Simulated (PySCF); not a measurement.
# H3AuO3: ligand-field states, part 2 of 2

PySCF 2.14.0. Atoms count from 0.

## (5) Ligand-field states: state-averaged CASSCF (pyramidal angle at 105°)

What the job is given:

```
{"job": {"kind": "lf", "basis": {"metal": "x2c-TZVPall", "ligand": "x2c-SVPall"}, "nevpt": true, "reuse": true}, "charge": 0, "metal": "Au", "open_shell": "d8"}
Au     0.000000     0.000000     0.000000
O      1.931852     0.000000    -0.517638
H      2.453452     0.800000    -0.657400
O     -0.965926     1.673033    -0.517638
H     -1.919546     1.724751    -0.657400
O     -0.965926    -1.673033    -0.517638
H     -0.533905    -2.524751    -0.657400
```

Level: state-averaged CASSCF of the metal d shell, SC-NEVPT2 on the averaged canonical orbitals, state-interaction spin-orbit coupling.

The program printed:

```text
basis functions 138, electrons 106, active (8e, 5o)
start from the orbitals of the previous structure
stage 1: DIIS on the effective Fock matrix, level shift 0.30
cycle   1  E = -19237.4896079279  dE = -1.924e+04  max|g| = 1.582e+01
cycle   2  E = -19237.9198704505  dE = -4.303e-01  max|g| = 1.827e-01
cycle   3  E = -19237.9564331709  dE = -3.656e-02  max|g| = 4.918e-02
cycle   4  E = -19237.9623631948  dE = -5.930e-03  max|g| = 2.273e-02
cycle   5  E = -19237.9635420496  dE = -1.179e-03  max|g| = 1.241e-02
cycle   6  E = -19237.9639505387  dE = -4.085e-04  max|g| = 8.197e-03
cycle   7  E = -19237.9640862867  dE = -1.357e-04  max|g| = 6.009e-03
cycle   8  E = -19237.9641398896  dE = -5.360e-05  max|g| = 4.056e-03
cycle   9  E = -19237.9641590664  dE = -1.918e-05  max|g| = 2.686e-03
cycle  10  E = -19237.9641655493  dE = -6.483e-06  max|g| = 1.759e-03
...
cycle  30  E = -19237.9641700098  dE =  3.018e-07  max|g| = 3.760e-04
cycle  31  E = -19237.9641695633  dE =  4.465e-07  max|g| = 4.598e-04
cycle  32  E = -19237.9641688924  dE =  6.709e-07  max|g| = 5.624e-04
cycle  33  E = -19237.9641678763  dE =  1.016e-06  max|g| = 6.895e-04
cycle  34  E = -19237.9641663680  dE =  1.508e-06  max|g| = 8.435e-04
cycle  35  E = -19237.9641640528  dE =  2.315e-06  max|g| = 1.037e-03
stage 2: quasi-Newton rotations from the point of smallest gradient
cycle  37  E = -19237.9641708783  dE = -4.736e-08  max|g| = 7.162e-05
cycle  38  E = -19237.9641709281  dE = -4.979e-08  max|g| = 4.727e-05
cycle  39  E = -19237.9641709316  dE = -3.507e-09  max|g| = 1.307e-05
cycle  40  E = -19237.9641709323  dE = -6.658e-10  max|g| = 5.003e-06
converged average energy = -19237.9641709323

 mult deg   label        CASSCF/cm-1   NEVPT2/cm-1
   3   1   3A                  0.0           0.0
   1   2   1E               8661.6        5175.5
   3   1   3A              16736.2        7863.3
   1   1   1A              14730.1        9031.0
   3   1   3A              14502.0       11156.6
   3   2   3E              13296.8       11887.9
   1   1   1A              19613.1       13768.0
   1   2   1E              19459.0       14888.6
   1   1   1A              25855.3       15203.8
   3   2   3E              18775.7       16876.9
   3   1   3A              24497.8       17432.7
   1   2   1E              25753.9       20849.3
   1   2   1E              34605.0       24467.9
   3   2   3E              34393.3       28884.7
   1   2   1E              44853.8       31907.7
   1   1   1A              41631.4       32074.9
   1   1   1A              58022.3       44699.8

spin-orbit levels / cm-1
      0.00  x1  3A 0.83 1A 0.10 3E 0.06
    216.16  x2  3A 0.79 3A 0.12
   4456.88  x1  1E 0.56 3A 0.14 3E 0.12
   4456.90  x1  1E 0.56 3A 0.14 3E 0.12
   8065.59  x1  3A 0.37 1A 0.19 3A 0.14
   8151.45  x1  3A 0.26 1A 0.21 3E 0.19
  10299.10  x1  3A 0.47 1E 0.19 3E 0.09
  10299.17  x1  3A 0.47 1E 0.19 3E 0.09
  10789.16  x2  3E 0.59 3E 0.20 3A 0.05
  11461.34  x1  3E 0.38 1A 0.22 3A 0.12
  12888.66  x1  3E 0.48 3A 0.13 3E 0.11
  12888.71  x1  3E 0.48 3A 0.13 3E 0.11
  14017.18  x1  3A 0.55 1E 0.15 1E 0.10
  14017.20  x1  3A 0.55 1E 0.15 1E 0.10
  14625.79  x1  3E 0.32 3A 0.28 1A 0.20
  15107.49  x1  3E 0.52 3A 0.18 3A 0.11
  15800.14  x1  1E 0.48 3E 0.14 1E 0.07
  15800.16  x1  1E 0.48 3E 0.14 1E 0.07
  16989.00  x1  3E 0.47 1A 0.37 3E 0.09
  17317.23  x1  3A 0.31 3A 0.28 1A 0.22
  19330.33  x1  3A 0.37 3E 0.28 3E 0.26
  19330.35  x1  3A 0.37 3E 0.28 3E 0.26
  20094.10  x1  3E 0.60 1A 0.27 1A 0.07
  20199.08  x1  1A 0.50 3E 0.40 3E 0.03
  21877.33  x1  3E 0.61 1E 0.16 3A 0.12
  21877.37  x1  3E 0.61 1E 0.16 3A 0.12
  23719.65  x1  3E 0.27 3E 0.19 1E 0.11
  23719.69  x1  3E 0.27 3E 0.19 1E 0.11
  24637.38  x1  3A 0.35 3E 0.23 3E 0.15
  26124.55  x1  1E 0.37 1E 0.32 3E 0.11
```

It took 27 s on 1 thread of AMD EPYC 7R13, shared host; peak memory 0.34 GiB.

Warnings kept with the result: strongly covalent, metal-shell active space is small for this complex.

In short:

```csv
quantity,value
spin-orbit constant ζ,3545 cm⁻¹
```

Powder susceptibility:

```csv
T (K),χT (cm³ K/mol),μ(eff)
2,0.013,0.32
20,0.126,1.00
100,0.620,2.23
300,1.062,2.92
```

## (6) Ligand-field states: state-averaged CASSCF (pyramidal angle at 110°)

What the job is given:

```
{"job": {"kind": "lf", "basis": {"metal": "x2c-TZVPall", "ligand": "x2c-SVPall"}, "nevpt": true, "reuse": true}, "charge": 0, "metal": "Au", "open_shell": "d8"}
Au     0.000000     0.000000     0.000000
O      1.879385     0.000000    -0.684040
H      2.386819     0.800000    -0.868731
O     -0.939693     1.627595    -0.684040
H     -1.886230     1.667046    -0.868731
O     -0.939693    -1.627595    -0.684040
H     -0.500589    -2.467046    -0.868731
```

Level: state-averaged CASSCF of the metal d shell, SC-NEVPT2 on the averaged canonical orbitals, state-interaction spin-orbit coupling.

The program printed:

```text
basis functions 138, electrons 106, active (8e, 5o)
start from the orbitals of the previous structure
stage 1: DIIS on the effective Fock matrix, level shift 0.30
cycle   1  E = -19237.4735947546  dE = -1.924e+04  max|g| = 1.292e+01
cycle   2  E = -19237.9107863802  dE = -4.372e-01  max|g| = 1.552e-01
cycle   3  E = -19237.9476380830  dE = -3.685e-02  max|g| = 5.288e-02
cycle   4  E = -19237.9535836310  dE = -5.946e-03  max|g| = 2.063e-02
cycle   5  E = -19237.9547609858  dE = -1.177e-03  max|g| = 1.281e-02
cycle   6  E = -19237.9551713893  dE = -4.104e-04  max|g| = 7.320e-03
cycle   7  E = -19237.9553084873  dE = -1.371e-04  max|g| = 5.139e-03
cycle   8  E = -19237.9553631968  dE = -5.471e-05  max|g| = 3.478e-03
cycle   9  E = -19237.9553818081  dE = -1.861e-05  max|g| = 2.370e-03
cycle  10  E = -19237.9553883358  dE = -6.528e-06  max|g| = 1.549e-03
...
cycle  34  E = -19237.9553932196  dE =  8.367e-10  max|g| = 2.742e-05
cycle  35  E = -19237.9553932185  dE =  1.077e-09  max|g| = 3.053e-05
cycle  36  E = -19237.9553932171  dE =  1.422e-09  max|g| = 3.411e-05
cycle  37  E = -19237.9553932152  dE =  1.888e-09  max|g| = 3.836e-05
cycle  38  E = -19237.9553932128  dE =  2.394e-09  max|g| = 4.315e-05
cycle  39  E = -19237.9553932097  dE =  3.158e-09  max|g| = 4.871e-05
cycle  40  E = -19237.9553932057  dE =  4.005e-09  max|g| = 5.491e-05
stage 2: quasi-Newton rotations from the point of smallest gradient
cycle  42  E = -19237.9553932226  dE = -1.790e-09  max|g| = 1.524e-05
cycle  43  E = -19237.9553932239  dE = -1.310e-09  max|g| = 1.103e-05
cycle  44  E = -19237.9553932241  dE = -1.855e-10  max|g| = 6.001e-06
converged average energy = -19237.9553932241

 mult deg   label        CASSCF/cm-1   NEVPT2/cm-1
   3   1   3A                  0.0           0.0
   1   2   1E               9690.4        5255.4
   3   1   3A              18415.4        9500.5
   1   1   1A              16811.9       10115.1
   3   2   3E              14035.2       12441.0
   3   1   3A              17350.1       13251.2
   1   1   1A              21349.4       14998.2
   1   2   1E              20164.7       15870.4
   1   1   1A              27110.4       16099.0
   3   2   3E              20850.0       16148.5
   3   1   3A              26875.5       19547.2
   1   2   1E              27932.2       20202.1
   1   2   1E              36014.9       26064.8
   3   2   3E              34285.6       27166.2
   1   2   1E              46483.0       30266.2
   1   1   1A              40388.4       32197.8
   1   1   1A              58351.3       40446.1

spin-orbit levels / cm-1
      0.00  x2  3A 0.83 3A 0.09 3E 0.03
     40.94  x1  3A 0.86 3E 0.07 1A 0.05
   4561.90  x1  1E 0.69 3E 0.11 3A 0.09
   4561.91  x1  1E 0.69 3E 0.11 3A 0.09
   8776.52  x1  1A 0.28 3A 0.25 3E 0.18
   9008.53  x1  3A 0.30 1A 0.24 3A 0.13
  10506.29  x1  3A 0.30 3E 0.25 3E 0.23
  10506.32  x1  3A 0.30 3E 0.25 3E 0.23
  11026.36  x2  3E 0.45 3A 0.20 3E 0.12
  11583.73  x1  3E 0.44 1A 0.24 3E 0.11
  13112.24  x1  3E 0.43 3E 0.17 3A 0.13
  13112.28  x1  3E 0.43 3E 0.17 3A 0.13
  15114.78  x1  3E 0.39 3A 0.35 1A 0.12
  15231.41  x2  3A 0.65 1E 0.10 1E 0.08
  16029.87  x1  3E 0.51 3A 0.17 3A 0.13
  17003.61  x1  1E 0.46 3E 0.12 3E 0.07
  17003.63  x1  1E 0.46 3E 0.12 3E 0.07
  17310.99  x1  3E 0.45 1A 0.27 3E 0.23
  18082.55  x1  3A 0.46 1A 0.24 3A 0.17
  19533.66  x2  3E 0.39 3E 0.33 3A 0.23
  19834.68  x1  3E 0.46 1A 0.31 1A 0.18
  19933.01  x1  1A 0.39 3E 0.34 1A 0.17
  21299.07  x1  3E 0.53 1E 0.15 3A 0.11
  21299.08  x1  3E 0.53 1E 0.15 3A 0.11
  23273.64  x1  1E 0.21 3E 0.20 3E 0.18
  23273.66  x1  1E 0.21 3E 0.20 3E 0.18
  25100.51  x1  3A 0.32 3E 0.26 3E 0.16
  25752.20  x1  1E 0.31 1E 0.19 3A 0.18
  25752.22  x1  1E 0.31 1E 0.19 3A 0.18
  27922.13  x2  3E 0.41 1E 0.24 1E 0.13
```

It took 24 s on 1 thread of AMD EPYC 7R13, shared host; peak memory 0.35 GiB.

Warnings kept with the result: strongly covalent, metal-shell active space is small for this complex.

In short:

```csv
quantity,value
spin-orbit constant ζ,3521 cm⁻¹
```

Powder susceptibility:

```csv
T (K),χT (cm³ K/mol),μ(eff)
2,0.810,2.54
20,1.090,2.95
100,1.245,3.15
300,1.256,3.17
```

## (7) The runs side by side

From the NEVPT2 states (cm⁻¹; the spread is that of the fitted one-electron ligand-field levels):

```csv
step,setting,ground state,next state,orbital spread,Racah B,ζ,"μ(eff), 300 K"
2,as given,3A',3A'' at 3820,23248,519,3582,1.42
3,pyramidal angle at 95,3A,1E at 4301,21091,536,3576,1.53
4,pyramidal angle at 100,3A,1E at 4843,18018,533,3562,2.12
5,pyramidal angle at 105,3A,1E at 5176,15364,512,3545,2.92
6,pyramidal angle at 110,3A,1E at 5255,13235,483,3521,3.17
```

## (8) Results

What follows sums up all 2 parts.

| quantity | value |
| --- | --- |
| spin-orbit constant ζ (step 2, state-averaged CASSCF) | 3582 cm⁻¹ |
| ground multiplicity, μ(eff) at 300 K (step 2, 3 donors at 2.00 Å) | 3, 1.42 μB |
| ground multiplicity, μ(eff) at 300 K (step 3, 3 donors at 2.00 Å) | 3, 1.53 μB |
| ground multiplicity, μ(eff) at 300 K (step 4, 3 donors at 2.00 Å) | 3, 2.12 μB |
| ground multiplicity, μ(eff) at 300 K (step 5, 3 donors at 2.00 Å) | 3, 2.92 μB |
| ground multiplicity, μ(eff) at 300 K (step 6, 3 donors at 2.00 Å) | 3, 3.17 μB |

In step 2, χT goes from 0.00 at 2 K to 0.25 cm³ K/mol at 300 K, as higher levels fill or mix in. The spread of the ligand-field levels runs from 13235 cm⁻¹ (pyramidal angle at 110) to 23248 cm⁻¹ (as given); μ(eff) at 300 K: 1.42 to 3.17 μB. The bonding is strongly covalent, and an active space of the metal's shell alone is small for it, so these values are rough.
